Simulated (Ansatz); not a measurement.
**CH₅AlOSi: up Jacob's ladder to CCSD(T)**

An exercise on one series of results from a longer session: the logs are not shown, and one member is left open.

The runs use Ansatz 0.2.0, Gaussian basis; functionals in def2-TZVPP, the program's frozen cores in correlated methods.

The runs, in order: LDA (SPW92), PBE-D4, revPBE-D4, BLYP-D4, r2SCAN-D4, B97M-V, PBE0-D4, B3LYP-D4, r2SCANh-D4, r2SCAN0-D4, HSE06-D4, BHLYP-D4, CAM-B3LYP-D4, LC-ωPBE, ωB97X-V, ωB97M-V, B2PLYP, PBE-QIDH; CCSD(T)/def2-SVP; CCSD(T)/def2-TZVPP; MP2/def2-QZVPP; extrapolation to the limit; RPA on PBE.

## Structure used throughout

The geometry comes from an earlier relaxation with PBE0-D4 in a triple-zeta def2 set; it is a stationary point, not always the lowest conformer.

SMILES `[CH2]1O[SiH2][AlH]1`, 9 atoms, charge 0, spin multiplicity 1.

Atoms are counted from 1 here; the program's logs count them from 0.

Bond lengths: C1–O2 1.447 Å, C1–Al4 2.001 Å, C1–H5 1.096 Å, C1–H6 1.096 Å, O2–Si3 1.676 Å, Si3–Al4 2.424 Å, Si3–H7 1.493 Å, Si3–H8 1.493 Å, Al4–H9 1.591 Å. Angles: O2–C1–Al4 97.8°, O2–C1–H5 109.2°, O2–C1–H6 109.2°, Al4–C1–H5 116.8°, Al4–C1–H6 116.7°, H5–C1–H6 106.6°, C1–O2–Si3 113.4°, O2–Si3–Al4 77.1°, O2–Si3–H7 111.1°, O2–Si3–H8 111.0°, Al4–Si3–H7 123.4°, Al4–Si3–H8 123.7°, H7–Si3–H8 105.8°, C1–Al4–Si3 71.7°, C1–Al4–H9 136.0°, Si3–Al4–H9 152.4°.

Set-up of the first run:

Input file in.yaml:

```yaml
crystal:
  periodic: [false, false, false]
  atoms:
    - {symbol: C, position_ang: [-0.309925, 1.022509, -0.653461]}
    - {symbol: O, position_ang: [0.621057, -0.021319, -1.022882]}
    - {symbol: Si, position_ang: [0.767844, -1.223925, 0.135822]}
    - {symbol: Al, position_ang: [-0.858785, 0.279341, 1.121081]}
    - {symbol: H, position_ang: [-1.090163, 1.097597, -1.420084]}
    - {symbol: H, position_ang: [0.213334, 1.986033, -0.642954]}
    - {symbol: H, position_ang: [2.177739, -1.338349, 0.614965]}
    - {symbol: H, position_ang: [0.422400, -2.560607, -0.433275]}
    - {symbol: H, position_ang: [-1.855098, 0.712420, 2.283689]}
basis:
  gaussian: {orbitals: def2-TZVPP}
hamiltonian: {xc: lda}
output: {orbitals: {seedname: orbitals}}
```

Launch:

```
> ansatz run in.yaml --threads 2 --pin off --events-out ev --progress --plain --max-ram 4352MiB
```

Among the steps run: LDA; PBE-D4 (GGA); revPBE-D4 (GGA); BLYP-D4 (GGA); r2SCAN-D4 (meta-GGA); B97M-V (meta-GGA); B3LYP-D4 (hybrid); r2SCANh-D4 (hybrid); r2SCAN0-D4 (hybrid); HSE06-D4 (hybrid); BHLYP-D4 (hybrid); CAM-B3LYP-D4 (range-separated); LC-ωPBE (range-separated); ωB97X-V (range-separated); ωB97M-V (range-separated); B2PLYP (double hybrid); PBE-QIDH (double hybrid).

One table of the session follows, with a row left open; its other results are not shown here.

| functional | HOMO (eV) | LUMO (eV) | gap (eV) |
| --- | --- | --- | --- |
| LDA (SPW92) | -6.01 | -2.95 | 3.07 |
| PBE-D4 | -5.92 | -2.74 | 3.18 |
| revPBE-D4 | -5.87 | -2.64 | 3.23 |
| BLYP-D4 | -5.79 | -2.61 | 3.18 |
| r2SCAN-D4 | -6.13 | -2.51 | 3.63 |
| B97M-V | -6.18 | -2.68 | 3.50 |
| PBE0-D4 | -6.96 | -1.99 | 4.97 |
| B3LYP-D4 | -6.78 | -2.17 | 4.61 |
| r2SCANh-D4 | -6.52 | -2.24 | 4.27 |
| r2SCAN0-D4 | -7.10 | -1.86 | 5.24 |
| HSE06-D4 | ? | ? | ? |
| BHLYP-D4 | -7.91 | -1.19 | 6.72 |
| CAM-B3LYP-D4 | -8.22 | -1.02 | 7.20 |
| LC-ωPBE | -9.49 | 0.04 | 9.53 |
| ωB97X-V | -9.18 | -0.07 | 9.11 |
| ωB97M-V | -8.95 | -0.34 | 8.61 |

Q: Estimate the row for HSE06-D4 from the others.

As computed: HOMO (eV): -6.57; LUMO (eV): -2.35; gap (eV): 4.21. In the column «HOMO (eV)» it lies between B3LYP-D4 (-6.78) and r2SCANh-D4 (-6.52).
